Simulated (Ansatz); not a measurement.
# N, space group P2_13: a convergence test of the plane-wave cutoff

With Ansatz's Python interface.

Run as a notebook:

```python
import warnings

import ansatz
import pandas as pd
from pymatgen.core import Lattice, Structure
from pymatgen.io.ase import AseAtomsAdaptor
```

```python
MESH = (4, 4, 4)
FILLING = "gaussian"
```

```python
warnings.simplefilter("ignore", ansatz.DeckWarning)
```

```python
pmg_structure = Structure(
    Lattice([[5.605409, 0.0, 0.0], [0.0, 5.605409, 0.0], [0.0, 0.0, 5.605409]]),
    ["N", "N", "N", "N"],
    [
        [0.47679, 0.97679, 0.52321],
        [0.97679, 0.52321, 0.47679],
        [0.02321, 0.02321, 0.02321],
        [0.52321, 0.47679, 0.97679],
    ],
)
crystal = ansatz.Crystal.from_ase(AseAtomsAdaptor.get_atoms(pmg_structure))

calculation = (
    crystal.calculation()
    .kpoints(*MESH)
    .occupations(FILLING, width=20 * ansatz.meV)
    .functional(ansatz.Functional.R2SCAN)
)
```

```python
rows = []
for value in [250, 350, 450, 550, 650, 750]:
    rep = calculation.basis(value).run().report
    rows.append((value, rep["free_energy_ev"] / len(rep["lattice"]["sites"]), rep["n_iterations"], rep["n_pw"]))
```

```python
table = pd.DataFrame(rows, columns=["cutoff (eV)", "F/atom (eV)", "iterations", "plane waves"])
table.round(5)
```

       cutoff (eV)  F/atom (eV)  iterations  plane waves
    0          250   -375.51161           8         1575
    1          350   -376.32276           7         2601
    2          450   -376.37643           7         3887
    3          550   -376.37866           7         5137
    4          650   -376.37980           7         6619
    5          750   -376.38014           7         8217

```python
# the last row is the reference
for row in rows[:-1]:
    shift = 1000 * (row[1] - rows[-1][1])
    print(f"{row[0]}: {shift:+.2f} meV/atom" + ("  (within 1 meV)" if abs(shift) < 1 else ""))
```

    250: +868.53 meV/atom
    350: +57.38 meV/atom
    450: +3.71 meV/atom
    550: +1.48 meV/atom
    650: +0.34 meV/atom  (within 1 meV)

From 650 eV on it stays within 1 meV an atom of the value at 750 eV; the first row (250 eV) is off by 868.5 meV and the last but one by 0.34 meV. The energy falls steadily, as expected when plane waves are added. The last run costs about 4.2 times the first.

What to keep in mind:
- The mesh is modest for a metal, so energies can be off by several to tens of meV an atom and pressures by half a GPa or more; differences at equal mesh fare better.
- No spin polarisation was allowed.
- This isn't the structure that N takes at ambient conditions.
- Shifts are counted from the last row, which is itself no proven limit.
- The script silences the warnings on its input, which a real study should read.
- Run time: 45 s on 1 thread of Arm Neoverse V2, with other jobs on the host, peak memory 0.97 GiB.
